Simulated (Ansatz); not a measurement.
Task: a polarisability from point charges of AlBH6OSi, SMILES [BH2][AlH][SiH2]O, with Ansatz's Python interface. Give the script and its output. Use (for the species named): PBE, def2-SVP basis, multiplicity 1, D4 dispersion.

```xyz
10

B    -1.2930    1.5377   -0.8221
Al   -0.1370    0.9042    0.6960
Si    0.6828   -1.2923    0.6144
O     1.7293   -1.4911   -0.7963
H    -1.6027    0.8587   -1.7526
H    -1.7665    2.7001   -0.8109
H     0.2623    1.8744    1.9183
H    -0.3643   -2.2317    0.6159
H     1.5604   -1.5130    1.8533
H     1.0117   -1.3982   -1.5130
```

`albh6osi.py`
```python
# -*- coding: utf-8 -*-
"""Dipole of AlBH6OSi in the field of point charges."""

import ansatz as az
import numpy as np


def main():
    geometry_ang = [
        ("B", (-1.293, 1.5377, -0.8221)),
        ("Al", (-0.137, 0.9042, 0.696)),
        ("Si", (0.6828, -1.2923, 0.6144)),
        ("O", (1.7293, -1.4911, -0.7963)),
        ("H", (-1.6027, 0.8587, -1.7526)),
        ("H", (-1.7665, 2.7001, -0.8109)),
        ("H", (0.2623, 1.8744, 1.9183)),
        ("H", (-0.3643, -2.2317, 0.6159)),
        ("H", (1.5604, -1.513, 1.8533)),
        ("H", (1.0117, -1.3982, -1.513)),
    ]
    albh6osi = az.Crystal.molecule()
    for symbol, xyz in geometry_ang:
        albh6osi = albh6osi.atom(symbol, xyz)

    calculation = (
        albh6osi.calculation()
        .basis(gaussian="def2-SVP")
        .functional("pbe", dispersion="d4")
        .forces()
    )
    # charges +q and -q at -R and +R make a nearly even field 2 k q / R^2 at the centre
    centre = np.mean([site.position_ang for site in albh6osi.cartesian_sites], axis=0)
    field = 2 * 14.399645 * 4.0 / 25.0 ** 2


    def dipole(axis, sign):
        arm = 25.0 * np.eye(3)[axis]
        pair = [{"charge": sign * 4.0, "position_ang": (centre - arm).tolist()}, {"charge": -sign * 4.0, "position_ang": (centre + arm).tolist()}]
        deck = calculation.input().set(az.key.basis.gaussian.point_charges, pair)
        return np.array(az.Session.from_dict(deck).plan().execute().report["charge_distribution"]["dipole_moment_e_ang"])


    print(f"field {field:.4f} V/A")
    alpha = np.array([(dipole(axis, 1) - dipole(axis, -1)) / (2 * field) * 14.399645 for axis in range(3)])
    print("polarisability tensor (A^3)")
    print(np.array2string(alpha, precision=3, suppress_small=True))
    print(f"mean {np.trace(alpha) / 3:.3f} A^3 = {np.trace(alpha) / 3 / 0.14818471:.2f} bohr^3")


if __name__ == "__main__":
    main()
```

Output of `python albh6osi.py`:
```text
field 0.1843 V/A
polarisability tensor (A^3)
[[ 9.339 -2.205  1.391]
 [-2.216 12.332  0.218]
 [ 1.406  0.232 10.302]]
mean 10.658 A^3 = 71.92 bohr^3
```

What to keep in mind:
- The geometry is a force-field or estimated start, not a minimum of this method, and the basis set is short of its limit. The field of two point charges is only nearly even.
- Without diffuse functions polarisabilities are unreliable, as a rule too low, and they change with the bond lengths of this unrelaxed start.
- Finished in 19 s on 1 thread of Arm Neoverse V1, on a shared host, peak memory 0.2 GiB.
